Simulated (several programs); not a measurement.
**What each method gives for K2IBr (ordering on rocksalt)**

An ordered 4-atom cell of K2IBr on the rocksalt lattice (R-3m), relaxed with r2SCAN in Ansatz, was computed with several methods. It is trigonal, R-3m (No. 166); conventional cell a = 4.837 Å, c = 23.760 Å, 40.11 Å³ an atom. Around Br lie 6 K at 3.34 Å; around I lie 6 K at 3.51 Å; around K lie 3 Br at 3.34 Å and 3 I at 3.51 Å. (Calculated; spin-unpolarised; the phase may be known or hypothetical.)

Space group R-3m:H (No. 166). a = 4.837 Å, b = 4.837 Å, c = 23.760 Å, α = 90.00°, β = 90.00°, γ = 120.00°

| atom | site | symmetry | x | y | z |
| --- | --- | --- | --- | --- | --- |
| Br | 3a | -3m | 0.0000 | 0.0000 | 0.0000 |
| I | 3b | -3m | 0.6667 | 0.3333 | 0.8333 |
| K | 6c | 3m | 0.3333 | 0.6667 | 0.9226 |

Gaps and times are for a single point on this cell; volume and bulk modulus come from each method's own relaxation or energy curve at fixed shape, which is too stiff where a cell has free coordinates or axes. Times are rough, from shared hosts (Arm Neoverse V1; Intel Xeon Processor @ 2.50GHz), and each method has its own mesh and cell size. A dagger marks a closed or tiny gap in a crystal that DFT finds insulating: a failure of the method or a wrong SCF state. A double dagger marks a value from a curve with shape and coordinates held. A star marks a curve whose lowest point is an end point. PM6 (MOPAC), PM7 (MOPAC), GFN1-xTB (tblite), GFN2-xTB (tblite) treat a cluster of cells at its zone centre, which samples few k points: where these miss a band edge, the gap comes out too large for that reason alone. Gaps from k meshes are read at a limited set of points (mesh, symmetry points, PBE's band edges), so each method's own least gap may be somewhat smaller. Force fields have no electrons; where one was fitted to this phase, its volume and modulus reflect the fit. xTB and the PM methods were fitted mostly to molecules, and can miss a solid's gap by electronvolts. Minimal bases can be far off for gaps. Times of the plane-wave rungs are withheld (a dash), since they come from other jobs, hosts and meshes; the meshes of hybrids and Hartree-Fock don't converge their gaps to the digits shown. G0W0 is at finite bands, cutoff and mesh. d marks a direct gap, i an indirect one (no mark: not told apart), a dash a value that wasn't computed or didn't pass its checks.

```
                            method              kind  gap (eV)  own volume (Å³/atom)  bulk modulus (GPa)  atoms computed  processor time
               ffield.eim (LAMMPS)       force field         –                     –                   –               4          0.25 s
  light PBE (260 eV, its own mesh)  light plane-wave    3.81 d                     –                   –               4           2.9 s
                       PM7 (MOPAC)    semi-empirical     11.06                     –                   –         cluster           6.6 s
                 GFN1-xTB (tblite)     tight binding     0.15†                39.09‡                 12‡         cluster             8 s
                       PM6 (MOPAC)    semi-empirical      8.01                     –                   –         cluster             8 s
                 GFN2-xTB (tblite)     tight binding      3.52               44.32*‡                   –         cluster           8.4 s
                               PBE         semilocal    3.84 d                 41.80                 12‡               4               –
                            r2SCAN         semilocal    4.44 d                 40.11                 14‡               4               –
            PBE/single zeta (GPAW)       small basis    3.52 d                     –                   –               4            75 s
                           PBE+SOC         semilocal    3.52 d                     –                   –               4               –
                    PBE/SZV (CP2K)       small basis    3.21 d                43.35‡                 14‡               4         2.9 min
                   PBE/DZVP (CP2K)       small basis    3.87 d                42.13‡                 12‡               4         5.6 min
                              PBE0            hybrid    5.54 d                     –                   –               4               –
                             HSE06            hybrid    4.85 d                     –                   –               4               –
G0W0@PBE (140 eV screening cutoff)         many-body      6.08                     –                   –               4               –
```

Against HSE06 (4.85 eV) and with closed or daggered gaps left aside, the nearest gap at the points sampled is that of r2SCAN (-0.41 eV) and the farthest that of PM7 (MOPAC) (+6.21 eV). HSE06 is only a yardstick of convenience: for gaps this wide it usually falls short of measured ones, so a larger value can be the better one.

Volumes against r2SCAN's: PBE +4.2 %.

Runs without a result: GLLB-SC (GPAW) (single point, out of time).

Only the rows marked +SOC include spin-orbit coupling.
